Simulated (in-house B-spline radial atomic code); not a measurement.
# La²⁺: a fraction of an electron removed from 4d

How does the BP86 energy of La²⁺ change when part of an electron is removed from 4d?

Method: scalar-relativistic (spin-free one-electron X2C) BP86, spin-polarised, spherical fractional occupations, Fermi nucleus, basis-set limit. Code: in-house B-spline radial atomic code version 1.

**1. Starting point**

* element: lanthanum (Z = 57)
* charge: +2
* electrons: 55
* configuration: [Xe] 5d1
* Hamiltonian: scalar-relativistic (X2C)
* nucleus: Fermi, rms radius 4.855 fm

Outer shells as boxes (Hund's rule):

[Xe] 5d1
```
[Xe] core
5d [↑ ][  ][  ][  ][  ]
```

Where spins are not typed, each open shell is filled with up spins first.

**2. The start, at fraction 0**

Settings, as recorded:

```ini
Z = 57
electrons = 55.0
configuration = [Xe] 5d1
hamiltonian = x2c
method = b88,p86
spin_polarised = True
nucleus = fermi
rms_radius = 4.855
mass_number = 139
atomic_mass = 138.906362927
speed_of_light = 137.035999084
```

**3. 0.08 electron removed from 4d**

Changes to the settings of step 2:

```diff
@@ -1,4 +1,4 @@
 Z = 57
-electrons = 55.0
-configuration = [Xe] 5d1
+electrons = 54.92
+configuration = [Kr] 4d9.92 5s2 5p6 5d1
 hamiltonian = x2c
```

**4. 0.25 electron removed from 4d**

Changes to the settings of step 3:

```diff
@@ -1,4 +1,4 @@
 Z = 57
-electrons = 54.92
-configuration = [Kr] 4d9.92 5s2 5p6 5d1
+electrons = 54.75
+configuration = [Kr] 4d9.75 5s2 5p6 5d1
 hamiltonian = x2c
```

**5. 0.37 electron removed from 4d**

Changes to the settings of step 4:

```diff
@@ -1,4 +1,4 @@
 Z = 57
-electrons = 54.75
-configuration = [Kr] 4d9.75 5s2 5p6 5d1
+electrons = 54.63
+configuration = [Kr] 4d9.63 5s2 5p6 5d1
 hamiltonian = x2c
```

**6. 0.38 electron removed from 4d**

Changes to the settings of step 5:

```diff
@@ -1,4 +1,4 @@
 Z = 57
-electrons = 54.63
-configuration = [Kr] 4d9.63 5s2 5p6 5d1
+electrons = 54.62
+configuration = [Kr] 4d9.62 5s2 5p6 5d1
 hamiltonian = x2c
```

**7. 0.5 electron removed from 4d**

Changes to the settings of step 6:

```diff
@@ -1,4 +1,4 @@
 Z = 57
-electrons = 54.62
-configuration = [Kr] 4d9.62 5s2 5p6 5d1
+electrons = 54.5
+configuration = [Kr] 4d9.5 5s2 5p6 5d1
 hamiltonian = x2c
```

**8. 0.57 electron removed from 4d**

Changes to the settings of step 7:

```diff
@@ -1,4 +1,4 @@
 Z = 57
-electrons = 54.5
-configuration = [Kr] 4d9.5 5s2 5p6 5d1
+electrons = 54.43
+configuration = [Kr] 4d9.43 5s2 5p6 5d1
 hamiltonian = x2c
```

**9. 0.74 electron removed from 4d**

Changes to the settings of step 8:

```diff
@@ -1,4 +1,4 @@
 Z = 57
-electrons = 54.43
-configuration = [Kr] 4d9.43 5s2 5p6 5d1
+electrons = 54.26
+configuration = [Kr] 4d9.26 5s2 5p6 5d1
 hamiltonian = x2c
```

**10. 0.76 electron removed from 4d**

Changes to the settings of step 9:

```diff
@@ -1,4 +1,4 @@
 Z = 57
-electrons = 54.26
-configuration = [Kr] 4d9.26 5s2 5p6 5d1
+electrons = 54.24
+configuration = [Kr] 4d9.24 5s2 5p6 5d1
 hamiltonian = x2c
```

**11. 0.96 electron removed from 4d**

Changes to the settings of step 10:

```diff
@@ -1,4 +1,4 @@
 Z = 57
-electrons = 54.24
-configuration = [Kr] 4d9.24 5s2 5p6 5d1
+electrons = 54.04
+configuration = [Kr] 4d9.04 5s2 5p6 5d1
 hamiltonian = x2c
```

**12. 1 electron removed from 4d**

Changes to the settings of step 11:

```diff
@@ -1,4 +1,4 @@
 Z = 57
-electrons = 54.04
-configuration = [Kr] 4d9.04 5s2 5p6 5d1
+electrons = 54.0
+configuration = [Kr] 4d9 5s2 5p6 5d1
 hamiltonian = x2c
```

Q: How does the energy change with the fraction, and which way and how far does it bend from the straight line between the ends?

**Answer**, as computed:

| fraction | energy change (eV) | less the straight line (eV) | level 4d down (eV) | sum of <r²> (bohr²) |
| --- | --- | --- | --- | --- |
| 0 | 0.0000 | 0.0000 | -116.50 | 47.362 |
| 0.08 | 9.3840 | -0.7546 | -118.10 | 46.850 |
| 0.25 | 29.7530 | -1.9301 | -121.54 | 45.819 |
| 0.37 | 44.4849 | -2.4060 | -123.99 | 45.132 |
| 0.38 | 45.7259 | -2.4324 | -124.20 | 45.076 |
| 0.5 | 60.7782 | -2.5879 | -126.68 | 44.422 |
| 0.57 | 69.6963 | -2.5411 | -128.13 | 44.053 |
| 0.74 | 91.7798 | -2.0021 | -131.68 | 43.192 |
| 0.76 | 94.4177 | -1.8988 | -132.11 | 43.094 |
| 0.96 | 121.2616 | -0.4014 | -136.34 | 42.143 |
| 1 | 126.7323 | 0.0000 | -137.20 | 41.960 |

**Reading.** From fraction 0 to 1 the energy changes by 126.732 eV. It sags under the straight line by up to 2.59 eV (at 0.5). Slater's transition state, the slope from the orbital energy at fraction 0.5 (Janak's theorem), gives 126.675 eV for the whole step.
